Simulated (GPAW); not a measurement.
Here is a GPAW 26.7.0 calculation.

The input run.py:

```python
from ase import Atoms
from ase.filters import FrechetCellFilter
from ase.io import write
from ase.optimize import BFGS
from gpaw import GPAW, PW, setup_paths

setup_paths.insert(0, '.')

atoms = Atoms(['Sb', 'Sb', 'Sb', 'Ga'],
              cell=[[0.0, 3.730595, 3.730595],
                    [3.730595, 0.0, 3.730595],
                    [3.730595, 3.730595, 0.0]],
              scaled_positions=[[0.5, 0.5, 0.5],
                                [0.75, 0.75, 0.75],
                                [0.25, 0.25, 0.25],
                                [0.0, 0.0, 0.0]],
              pbc=True)

calc = GPAW(mode=PW(600),
            xc='PBEsol',
            kpts={'size': (6, 6, 6), 'gamma': True},
            occupations={'name': 'fermi-dirac', 'width': 0.05},
            nbands=38,
            convergence={'density': 1e-05, 'forces': 0.0001},
            maxiter=150,
            txt='gpaw.txt')
atoms.calc = calc
opt = BFGS(FrechetCellFilter(atoms), trajectory='relax.traj', logfile='-')
done = opt.run(fmax=0.02, steps=60)
calc.write('gs.gpw')
write('result.traj', atoms)
print('Converged:', done)
print('Cell:', atoms.cell.cellpar().round(4))
print('Volume:', round(atoms.get_volume(), 4))
print(atoms.get_scaled_positions().round(5))
```

Potentials or basis: PAW data sets generated in the run's folder for this functional, pw.

Command:

```bash
$ gpaw-setup -f PBEsol Ga Sb
$ OMP_NUM_THREADS=1 python run.py
```

(1) What does it give for the relaxed cell?

(2) Estimate the space group after relaxing (to 0.05 Å).

(3) What does it give for the relaxed volume?

Answers

(1) a = 5.148 Å, b = 5.148 Å, c = 5.148 Å, α = 60.00°, β = 60.00°, γ = 60.00°.

(2) Fm-3m (No. 225).

(3) 24.12 Å³/atom.

Caveat: later steps reuse the first step's grids.
